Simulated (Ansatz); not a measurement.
# KC: a single-point run

Aim: a sound single-point run of KC. The structure is shown as the input types it.

Method: DFT, PBE, norm-conserving pseudopotentials, Ansatz's default files, scalar-relativistic, in Ansatz 0.2.0.

4 further runs of the same task are left out: 4 set aside as unsound or not needed.

### Step 1. Starting point

It takes space group Cmmm (No. 65, orthorhombic). The conventional cell has a = 4.361 Å, b = 4.375 Å, c = 3.362 Å, α = 90.00°, β = 90.00°, γ = 90.00°. K (site symmetry mmm) is surrounded by 8 C at 2.75 to 2.76 Å and 4 K at 3.09 Å. C (site symmetry mmm) has 8 K at 2.75 to 2.76 Å as nearest neighbours.

Coordinates:

```
CELL_PARAMETERS angstrom
2.12207 -2.18048 0.53153
2.12207 2.18048 0.53153
-0.82213 0.00000 3.25962
ATOMIC_POSITIONS crystal
K 0.00000 0.00000 0.00000
C 0.50000 0.50000 0.50000
```

### Step 2. The calculation

input.yaml reads:

```yaml
crystal:
  lattice:
    - [2.1220672576, -2.1804811706, 0.5315329246]
    - [2.1220672576, 2.1804811706, 0.5315329246]
    - [-0.8221264738, 0.0, 3.2596156998]
  atoms:
    - { symbol: K, position: [0.0, 0.0, 0.0] }
    - { symbol: C, position: [0.5, 0.5, 0.5] }
kpoints:
  mp_grid: { grid: [10, 10, 10] }
scf:
  occupations: { method: fermi_dirac, width: 0.05 }
hamiltonian:
  xc: pbe
  pseudopotentials: { kind: nc }
output:
  forces: true
  stress: true
  eigenvalues: true
  efg: { contact_densities: true }
  populations: true
```

Launch:

```
$ ansatz run input.yaml --threads 1 --pin off --max-ram 2048MiB --backend cpu --events-out ev --progress --plain --runs-dir out
```

**Question.** How will this run end, and is anything wrong with its input?

The run ended at the input check. The line that matters: «output.efg without hamiltonian.pseudopotentials.kind: paw|paw_fr|all_electron or hamiltonian.pseudopotentials.kind: all_electron — the all-electron EFG reconstruction needs the PAW one-centre densities; drop the efg request ...»

The program refuses this combination of settings.

Fix: leave the request out or change the method.
